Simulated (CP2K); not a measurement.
A run of CP2K 2026.2 is set up as follows.

Contents of alsn_scf.inp:

```
&GLOBAL
  PROJECT alsn_scf
  RUN_TYPE ENERGY_FORCE
  PRINT_LEVEL LOW
&END GLOBAL
&FORCE_EVAL
  METHOD QS
  STRESS_TENSOR ANALYTICAL
  &DFT
    BASIS_SET_FILE_NAME BASIS_MOLOPT_UZH
    POTENTIAL_FILE_NAME POTENTIAL_UZH
    &MGRID
      CUTOFF 450
      REL_CUTOFF 60
      NGRIDS 4
    &END MGRID
    &QS
      METHOD GPW
      EPS_DEFAULT 1.0E-10
    &END QS
    &KPOINTS
      SCHEME MONKHORST-PACK 7 7 8
      GAMMA_CENTERED T
      SYMMETRY T
      SYMMETRY_BACKEND SPGLIB
    &END KPOINTS
    &SCF
      SCF_GUESS ATOMIC
      EPS_SCF 1.0E-6
      MAX_SCF 100
      ADDED_MOS 10
      CHOLESKY OFF
      EPS_EIGVAL 1.0E-7
      &DIAGONALIZATION ON
        ALGORITHM STANDARD
      &END DIAGONALIZATION
      &MIXING ON
        METHOD BROYDEN_MIXING
        ALPHA 0.4
        BETA 1.5
        NBUFFER 8
      &END MIXING
      &SMEAR ON
        METHOD FERMI_DIRAC
        ELECTRONIC_TEMPERATURE [K] 580.226
      &END SMEAR
    &END SCF
    &XC
      &XC_FUNCTIONAL
        &GGA_X_PBE_SOL
        &END GGA_X_PBE_SOL
        &GGA_C_PBE_SOL
        &END GGA_C_PBE_SOL
      &END XC_FUNCTIONAL
    &END XC
    &PRINT
      &KPOINTS ON
      &END KPOINTS
      &MULLIKEN ON
      &END MULLIKEN
      &MO ON
        ENERGIES T
        OCCUPATION_NUMBERS T
        &EACH
          QS_SCF 0
        &END EACH
        ADD_LAST NUMERIC
      &END MO
      &LOWDIN ON
      &END LOWDIN
      &HIRSHFELD ON
        SHAPE_FUNCTION DENSITY
      &END HIRSHFELD
      &E_DENSITY_CUBE ON
        STRIDE 1
      &END E_DENSITY_CUBE
      &V_HARTREE_CUBE ON
        STRIDE 1
      &END V_HARTREE_CUBE
      &ELF_CUBE ON
        STRIDE 1
      &END ELF_CUBE
    &END PRINT
  &END DFT
  &SUBSYS
    &CELL
      ABC 4.1981056157 4.1981056156 3.3068470000
      ALPHA_BETA_GAMMA 90.0000000000 90.0000000000 119.9999999999
      PERIODIC XYZ
    &END CELL
    &COORD
      SCALED
      Sn  0.3314630000 0.6605900000 0.4958650000
      Al  0.0056420000 0.0042750000 -0.0054530000
    &END COORD
    &KIND Sn
      BASIS_SET TZVP-MOLOPT-PBE-GTH-q4
      POTENTIAL GTH-PBE-q4
    &END KIND
    &KIND Al
      BASIS_SET TZVP-MOLOPT-PBE-GTH-q3
      POTENTIAL GTH-PBE-q3
    &END KIND
    &PRINT
      &ATOMIC_COORDINATES ON
      &END ATOMIC_COORDINATES
      &CELL ON
      &END CELL
    &END PRINT
  &END SUBSYS
  &PRINT
    &FORCES ON
    &END FORCES
    &STRESS_TENSOR ON
    &END STRESS_TENSOR
  &END PRINT
&END FORCE_EVAL
```

Potentials or basis: POTENTIAL_UZH Sn GTH-PBE-q4, Al GTH-PBE-q3; TZVP-MOLOPT-PBE-GTH basis.

The run is started by

```bash
$ OMP_NUM_THREADS=1 cp2k.psmp -i alsn_scf.inp -o alsn_scf.out
```

**Question.** Predict the band gap on the k mesh.

**Answer.** None (metal or under the smearing width).

**Question.** What does it give for the Mulliken charges?

**Answer.** Sn -0.03; Al +0.03 e.

**Question.** Estimate the pressure.

**Answer.** 0.6 GPa.

**Question.** Estimate the largest force.

**Answer.** 0.156 eV/Å.

Forces on the atoms (eV/Å):
```
Sn   0.036  0.152 -0.008
Al  -0.036 -0.152  0.008
```

Caveat: the potentials were made for another functional, which shifts forces and pressure; the basis of atomic orbitals isn't converged, which shifts pressures, moduli and gaps.
